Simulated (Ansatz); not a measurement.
**C₂H₃FSi: one species, many methods**

How much do the methods differ for C₂H₃FSi? The plan is to run it at one geometry with functionals of several rungs and with coupled cluster. The yardstick is the atomisation energy at the CCSD(T) limit.

Program: Ansatz 0.2.0, Gaussian basis. Level of theory: functionals in def2-TZVPP, the program's frozen cores in correlated methods. These are calculated values, not measurements.

Plan: LDA (SPW92), PBE-D4, revPBE-D4, BLYP-D4, r2SCAN-D4, B97M-V, PBE0-D4, B3LYP-D4, r2SCANh-D4, r2SCAN0-D4, HSE06-D4, BHLYP-D4, CAM-B3LYP-D4, LC-ωPBE, ωB97X-V, ωB97M-V, B2PLYP, PBE-QIDH; CCSD(T)/def2-SVP; CCSD(T)/def2-TZVPP; MP2/def2-QZVPP; extrapolation to the limit; RPA on PBE.

### Step 1. Structure used throughout

An earlier PBE0-D4 in a triple-zeta def2 set relaxation fixed the geometry.

SMILES `FC#C[SiH3]`, 7 atoms, charge 0, spin multiplicity 1.

Atoms are counted from 1 here; the program's logs count them from 0.

Bond lengths: F1–C2 1.267 Å, C2–C3 1.203 Å, C3–Si4 1.816 Å, Si4–H5 1.483 Å, Si4–H6 1.483 Å, Si4–H7 1.483 Å. Angles: F1–C2–C3 179.9°, C2–C3–Si4 179.9°, C3–Si4–H5 109.5°, C3–Si4–H6 109.5°, C3–Si4–H7 109.4°, H5–Si4–H6 109.5°, H5–Si4–H7 109.5°, H6–Si4–H7 109.5°.

### Step 2. LDA

This LDA is Slater exchange with PW92 correlation.

The input, in.yaml:

```yaml
crystal:
  periodic: [false, false, false]
  atoms:
    - {symbol: F, position_ang: [1.794672, -2.320109, 1.288820]}
    - {symbol: C, position_ang: [1.086379, -1.404167, 0.774948]}
    - {symbol: C, position_ang: [0.412611, -0.535084, 0.286915]}
    - {symbol: Si, position_ang: [-0.601281, 0.779601, -0.448972]}
    - {symbol: H, position_ang: [-1.519599, 0.191267, -1.454454]}
    - {symbol: H, position_ang: [-1.392727, 1.446431, 0.613759]}
    - {symbol: H, position_ang: [0.281145, 1.774160, -1.106716]}
basis:
  gaussian: {orbitals: def2-TZVPP}
hamiltonian: {xc: lda}
output: {orbitals: {seedname: orbitals}}
```

Launch:

```bash
$ ansatz run in.yaml --threads 2 --pin off --events-out ev --progress --plain --max-ram 4352MiB
```

Further steps of the session: PBE-D4 (GGA); revPBE-D4 (GGA); BLYP-D4 (GGA); r2SCAN-D4 (meta-GGA); B97M-V (meta-GGA); B3LYP-D4 (hybrid); r2SCANh-D4 (hybrid); r2SCAN0-D4 (hybrid); HSE06-D4 (hybrid); BHLYP-D4 (hybrid); CAM-B3LYP-D4 (range-separated); LC-ωPBE (range-separated); ωB97X-V (range-separated); ωB97M-V (range-separated); B2PLYP (double hybrid); PBE-QIDH (double hybrid); CCSD(T) in def2-SVP; CCSD(T) in def2-TZVPP; MP2 in def2-QZVPP; RPA on PBE orbitals.

Before running them: what should the planned runs give, taken together? Wanted: atomisation energy, CCSD(T)/CBS; farthest beyond LDA; mean size of error, GGA; mean size of error, meta-GGA; mean size of error, hybrid; mean size of error, range-separated; mean size of error, double hybrid; gap, smallest and largest; T1 diagnostic.

As calculated:

| quantity | value |
| --- | --- |
| atomisation energy, CCSD(T)/CBS | 617.2 kcal/mol |
| functionals within 3.1 kcal/mol (0.5 %) | revPBE-D4, r2SCAN-D4, B97M-V, PBE0-D4, B3LYP-D4, HSE06-D4, CAM-B3LYP-D4, LC-ωPBE, ωB97X-V, ωB97M-V |
| farthest beyond LDA | BHLYP-D4 (-23.1 kcal/mol) |
| mean size of error, GGA | 7.2 kcal/mol |
| mean size of error, meta-GGA | 2.7 kcal/mol |
| mean size of error, hybrid | 7.0 kcal/mol |
| mean size of error, range-separated | 2.1 kcal/mol |
| mean size of error, double hybrid | 3.8 kcal/mol |
| gap, smallest and largest | 6.20 eV (LDA (SPW92)), 13.52 eV (LC-ωPBE) |
| T1 diagnostic | 0.0132 |
| triples share of the correlation energy | 4.0 % |

What this shows: LDA overbinds by 99.2 kcal/mol (16 %). PBE-D4 misses by +18.0 kcal/mol. Double hybrids carry the basis error of their MP2 part in triple zeta, and no dispersion term here, so their miss is partly the set-up's. The rungs range-separated, meta-GGA miss on average by less than the doubt on the reference (3.1 kcal/mol), so they tie. The reference freezes the cores and leaves out relativity and excitations past (T), so misses under about 3.1 kcal/mol can't be ranked. Hartree-Fock recovers 71 % of the binding; the rest is correlation. CCSD(T) in def2-SVP is off by -32.9 kcal/mol, worse than the median functional, from the basis alone. The gap grows from 6.2 to 13.5 eV across the functionals, mostly with the share of exact exchange.
